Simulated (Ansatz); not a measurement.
Geometry optimisation, DFT PBE, scalar-relativistic, plane waves, PAW (Ansatz 0.2.0).

Input file:

```yaml
crystal:
  lattice:
    - [0.0, 5.43, 5.43]
    - [5.43, 0.0, 5.43]
    - [5.43, 5.43, 0.0]
  atoms:
    - { symbol: Si, position: [0.0, 0.0, 0.0] }
    - { symbol: Si, position: [0.125, 0.125, 0.125] }
    - { symbol: Si, position: [0.0, 0.0, 0.5] }
    - { symbol: Si, position: [0.125, 0.125, 0.625] }
    - { symbol: Si, position: [0.0, 0.5, 0.0] }
    - { symbol: Si, position: [0.125, 0.625, 0.125] }
    - { symbol: Si, position: [0.0, 0.5, 0.5] }
    - { symbol: Si, position: [0.125, 0.625, 0.625] }
    - { symbol: Si, position: [0.5, 0.0, 0.0] }
    - { symbol: Si, position: [0.625, 0.125, 0.125] }
    - { symbol: Si, position: [0.5, 0.0, 0.5] }
    - { symbol: Si, position: [0.625, 0.125, 0.625] }
    - { symbol: Si, position: [0.5, 0.5, 0.0] }
    - { symbol: Si, position: [0.625, 0.625, 0.125] }
    - { symbol: Si, position: [0.5, 0.5, 0.5] }
    - { symbol: Si, position: [0.625, 0.625, 0.625] }
    - { symbol: Si, position: [0.377672, 0.87128165, 0.37401702] }
basis:
  ecutwfc: 420.0
kpoints:
  mp_grid: { grid: [2, 2, 2] }
hamiltonian:
  xc: pbe
  pseudopotentials: { kind: paw, azcp: { folder: soft_1 } }
scf:
  occupations: { method: gaussian, width: 0.02 }
  lower_state_search: "off"
relax:
  f_tol: 0.03
  max_steps: 60
  adjacent_minimum: "off"
```

Command:

```bash
$ ansatz run input.yaml --threads 1 --pin off --max-ram 3072MiB --backend cpu --events-out ev --progress --plain --runs-dir out
```

Task: Where does it end, and by what steps?

Result: The forces met the threshold. The force dipped under the threshold on the way, but the program's further checks kept it going. After 3 steps the energy has fallen by 0.124 eV; Si15 moved furthest, 0.05 Å.

```tsv
step	energy less start (eV)	largest force component (eV/Å)	accepted
0	0.0000	0.601	yes
1	-0.1117	0.202	yes
2	-0.1241	0.012	yes
3	-0.1241	0.012	yes
```

```xyz
17
Lattice="0.0000 5.4300 5.4300 5.4300 0.0000 5.4300 5.4300 5.4300 0.0000" Properties=species:S:1:pos:R:3
Si -0.004 0.004 -0.004
Si 1.357 1.324 1.359
Si 2.735 2.695 -0.020
Si 4.106 4.072 1.358
Si 2.720 0.005 2.720
Si 4.074 1.357 4.073
Si 5.426 2.711 2.719
Si 6.786 4.074 4.039
Si -0.024 2.691 2.739
Si 1.357 4.071 4.106
Si 2.736 5.451 2.736
Si 4.065 6.790 4.071
Si 2.720 2.710 5.425
Si 4.039 4.073 6.787
Si 5.403 5.457 5.403
Si 6.786 6.821 6.786
Si 6.780 4.075 6.786
```

Whether the end is a true minimum wasn't checked by a vibrational analysis.

Run time: 9.3 s on 1 thread of AMD EPYC 9R45 96-Core Processor (Zen 5), with other jobs on the host, peak memory 0.56 GiB.
